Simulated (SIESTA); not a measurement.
The system is Hf2Pd2Se2Br2O3.

```xyz
11
Lattice="7.5867 -1.7097 -1.1758 7.5867 1.7097 -1.1758 -2.0245 0.0000 13.0516" Properties=species:S:1:pos:R:3 pbc="T T T"
Hf   14.2165    0.0000   -1.4206
Hf    8.6262    0.0000    2.2691
Pd    1.6873    0.0000    6.2302
Pd    3.3945    0.0000    8.9390
Se   12.2827    0.0000    8.8683
Se   10.7952    0.0000    5.8168
Br    8.8069    0.0000   -0.7891
Br    3.1532    0.0000    3.1608
O     8.2058    0.0000    4.0943
O     5.7021    0.0000    0.0464
O     0.0207    0.0000    2.8206
```

The cell was built by a generator and needn't be a form met in nature.

Base run:

```yaml
Program: SIESTA 5.4.2
Functional: PBE
Potentials_or_basis: PseudoDojo 0.4 standard (PBE files)
Basis: DZP (energy shift 0.003 Ry; two zetas on semicore shells)
Grid_cutoff: 800 Ry
Energy_shift: 0.003 Ry
k_mesh: 8 × 8 × 2
Occupations: fermi-dirac, width 0.05 eV
Spin: no spin polarisation
```

Its results: band gap on the k mesh 0.81 eV, indirect (least direct gap 0.85 eV); pressure 1.6 GPa; largest force 0.848 eV/Å.

Q: The run is repeated on the same cell with these changes: basis from DZP (energy shift 0.003 Ry; two zetas on semicore shells) to SZ (energy shift 0.003 Ry). What comes out?

A: Band gap on the k mesh 0.87 eV, indirect (least direct gap 0.92 eV); pressure 2.9 GPa; largest force 1.516 eV/Å.

Caveats: short orbitals over semicore shells can move pressures by several GPa; spin-orbit coupling is left out, which moves the levels of the heavy elements; the mesh misses the band edges, which the band path finds closer together; the basis of atomic orbitals isn't converged, which shifts pressures, moduli and gaps; the basis has no polarisation orbitals (some runs); forces of over 1 eV/Å show positions far from the minimum, so gaps and moduli don't describe the material at rest (some runs).
